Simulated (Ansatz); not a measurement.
From input file to script: C₃H₅AlF₂, SMILES [CH3][Al]1[CH2][C]1(F)F in Ansatz 0.2.0.

```yaml
crystal:
  periodic: [false, false, false]
  atoms:
    - { symbol: C, position_ang: [-1.1933, -1.3223, 1.4507] }
    - { symbol: Al, position_ang: [0.0413, -0.1421, 0.4322] }
    - { symbol: C, position_ang: [1.192, 0.1831, -1.1579] }
    - { symbol: C, position_ang: [0.5061, 1.4254, -0.7326] }
    - { symbol: F, position_ang: [-0.5235, 1.7882, -1.6683] }
    - { symbol: F, position_ang: [1.2163, 2.4485, -0.2208] }
    - { symbol: H, position_ang: [-0.6933, -2.1793, 1.8183] }
    - { symbol: H, position_ang: [-2.0315, -1.5632, 0.7594] }
    - { symbol: H, position_ang: [-1.6474, -0.6864, 2.3375] }
    - { symbol: H, position_ang: [0.8957, -0.2649, -2.0809] }
    - { symbol: H, position_ang: [2.303, 0.256, -0.917] }
basis:
  gaussian: { orbitals: "6-31G*" }
hamiltonian:
  xc: pbe
  dispersion: d4
```

Launched from the shell:
```console
$ ansatz run input.yaml --threads 1 --pin off --max-ram 4096MiB --backend cpu --events-out ev --progress --plain --runs-dir out
Engine: ansatz 0.2.0, aarch64-unknown-linux-gnu
Functional definition: PBE
  parameter kappa = 0.804
  parameter beta = 0.06672455060314922
  exchange = pbe_x(kappa = kappa, mu = beta*pi^2/3)
  correlation = pbe_c(beta = beta)
1173 factors; their error is unknown
mean field evaluation 1: about -15193.3928 eV, gradient 7.5e1 eV
mean field evaluation 2: about -15153.9144 eV, gradient 1.2e2 eV
mean field evaluation 4: about -15206.7277 eV, gradient 1.3e1 eV
mean field evaluation 8: about -15207.1429 eV, gradient 3.0e-1 eV
mean field evaluation 16: about -15207.0651 eV, gradient 2.7e-4 eV
mean field -15207.06510599 eV, -558.8493349261 hartree, gradient 6.7e-5 eV, S^2 0.000000; 0 other end points of the search recorded, 0 dependent functions left out
reference -15207.06514770 eV, -558.8493364588 hartree; 27, 27 occupied and 77, 77 virtual orbitals, 1173 factors
Total energy: -15207.25800407 eV, -558.8564237999 hartree
```

`run_energy.py`:
```python
'''Electronic structure of the C3H5AlF2 molecule.'''

import ansatz

BASIS = '6-31G*'
XC = 'pbe'
DISPERSION = 'd4'

GEOMETRY = '''
C    -1.19330   -1.32230    1.45070
Al    0.04130   -0.14210    0.43220
C     1.19200    0.18310   -1.15790
C     0.50610    1.42540   -0.73260
F    -0.52350    1.78820   -1.66830
F     1.21630    2.44850   -0.22080
H    -0.69330   -2.17930    1.81830
H    -2.03150   -1.56320    0.75940
H    -1.64740   -0.68640    2.33750
H     0.89570   -0.26490   -2.08090
H     2.30300    0.25600   -0.91700
'''

c3h5alf2 = ansatz.Crystal.molecule()
for line in GEOMETRY.strip().splitlines():
    symbol, *xyz = line.split()
    c3h5alf2 = c3h5alf2.atom(symbol, [float(v) for v in xyz])

job = (
    c3h5alf2.calculation()
    .basis(gaussian=BASIS)
    .functional(XC, dispersion=DISPERSION)
)
trace = []
res = job.session().plan().execute(on_event=trace.append)
rep = res.report
for event in trace:
    if event['event'] == 'mean_field_evaluation' and event['data']['evaluation'] <= 25:
        print('pass {evaluation:3d}  E = {energy_ev:.6f} eV  gradient {gradient_ev:.1e}'.format(**event['data']))

print(f'E = {rep["free_energy_ev"]:.6f} eV = {rep["free_energy_ev"] / 27.211386246:.7f} Ha')
print('converged:', rep['converged'], ' doubts:', rep['published_state_doubts'] or 'none')
```

```console
$ python run_energy.py
pass   1  E = -15193.392815 eV  gradient 7.5e+01
pass   2  E = -15153.914383 eV  gradient 1.2e+02
pass   3  E = -15202.740535 eV  gradient 3.8e+01
pass   4  E = -15206.727740 eV  gradient 1.3e+01
pass   5  E = -15207.072684 eV  gradient 5.5e+00
pass   6  E = -15207.131115 eV  gradient 2.6e+00
pass   7  E = -15207.142390 eV  gradient 5.9e-01
pass   8  E = -15207.142866 eV  gradient 3.0e-01
pass   9  E = -15207.141637 eV  gradient 3.0e-01
pass  10  E = -15207.141795 eV  gradient 7.1e-02
pass  11  E = -15207.064896 eV  gradient 3.3e-01
pass  12  E = -15207.065096 eV  gradient 5.6e-02
pass  13  E = -15207.065104 eV  gradient 2.6e-02
pass  14  E = -15207.065105 eV  gradient 1.5e-02
pass  15  E = -15207.065106 eV  gradient 1.9e-03
pass  16  E = -15207.065106 eV  gradient 2.7e-04
pass  17  E = -15207.065106 eV  gradient 2.7e-04
pass  18  E = -15207.065106 eV  gradient 6.7e-05
pass  19  E = -15207.065106 eV  gradient 6.7e-05
E = -15207.258004 eV = -558.8564238 Ha
converged: True  doubts: none
```

Reading the output:
- Total energies depend on the basis set; only differences at equal settings carry meaning.
- The geometry is a force-field or estimated start, not a minimum of this method, and the basis set is short of its limit.
- Early passes use coarser integrals and grids, so their energies can't be compared with the last.
- Timing: 3.4 s on 1 thread of Arm Neoverse V1 (shared host), peak memory 0.2 GiB.

(Lines on the test bed's own set-up are left out of the output.)
